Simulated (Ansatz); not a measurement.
# I: pressure up to the limit of the methods

Aim: compress I (fcc type) step by step, far beyond the usual range, and follow pressure and electronic structure. Methods of the runs shown: PAW. Its runs: cell relaxed at zero pressure (PAW); volume scaled by 1 (PAW); volume scaled by 0.95 (PAW and PAW (cutoff 800 eV)); volume scaled by 0.85 (PAW); volume scaled by 0.75 (PAW); volume scaled by 0.65 (PAW); volume scaled by 0.55 (PAW); volume scaled by 0.45 (PAW); volume scaled by 0.4 (PAW and PAW (core large)).

Computed with Ansatz 0.2.0 (DFT PBEsol, with the methods named in each step, unless a step's input says otherwise).

**1. The structure to begin with**

Symmetry: Fm-3m, No. 225, cubic system. The conventional cell has a = 5.143 Å, b = 5.143 Å, c = 5.143 Å, α = 90.00°, β = 90.00°, γ = 90.00°. I (site symmetry m-3m) is surrounded by 12 I at 3.64 Å.

Coordinates:

```
I
1.0
     0.00000    2.57128    2.57128
     2.57128    0.00000    2.57128
     2.57128    2.57128    0.00000
I
1
Direct
  0.00000 0.00000 0.00000
```

Whether this phase is the stable one at these pressures isn't tested.

**2. Cell relaxed at zero pressure, PAW**

input.yaml reads:

```yaml
crystal:
  lattice:
    - [0.0, 2.5712815907, 2.5712815907]
    - [2.5712815907, 0.0, 2.5712815907]
    - [2.5712815907, 2.5712815907, 0.0]
  atoms:
    - { symbol: I, position: [0.0, 0.0, 0.0] }
kpoints:
  mp_grid: { grid: [14, 14, 14] }
scf:
  occupations: { method: fermi_dirac, width: 0.05 }
hamiltonian:
  xc: pbesol
  pseudopotentials: { kind: paw }
output:
  forces: true
  stress: true
  write_density: true
  write_potential: true
  elf: true
  volumetric_format: npy
relax:
  f_tol: 0.005
  max_steps: 40
  cell: {}
```

Started as:

```sh
ansatz run input.yaml --threads 1 --pin off --max-ram 2048MiB --backend cpu --events-out ev --progress --plain --runs-dir out
```

The runs that follow: Volume scaled by 1, PAW; Volume scaled by 0.95, PAW; Volume scaled by 0.95, PAW (cutoff 800 eV); Volume scaled by 0.85, PAW; Volume scaled by 0.75, PAW; Volume scaled by 0.65, PAW; Volume scaled by 0.55, PAW; Volume scaled by 0.45, PAW; Volume scaled by 0.4, PAW; Volume scaled by 0.4, PAW (core large).

Q: Predict the outcome of this session. Wanted: PAW pressure at 0.4 of the volume; PAW; fitted bulk modulus at zero pressure.

**Answer**, as computed:

| quantity | value |
| --- | --- |
| PAW pressure at 0.4 of the volume | 290.2 GPa |
| PAW (core large) pressure at 0.4 of the volume | 291.6 GPa |
| fitted bulk modulus at zero pressure (PAW) | 39 GPa |
| its pressure derivative | 4.50 |

In words: By PAW the pressure climbs to 290 GPa at 0.4 of the first volume. A third-order Birch-Murnaghan curve fits the range only roughly (B₀ = 39 GPa, B′ = 4.50, misfit at most 1.67 GPa). A fit over so wide a range leans to the high pressures, so B₀ can be off by several per cent. No all-electron run checks these rows here, and frozen cores can fail under such compression. The ions are at rest, and the electrons smeared by 0.05 eV. Spin-orbit coupling is left out, though the cell holds I; in elements this heavy it can shift bands and gaps by tenths of an eV.
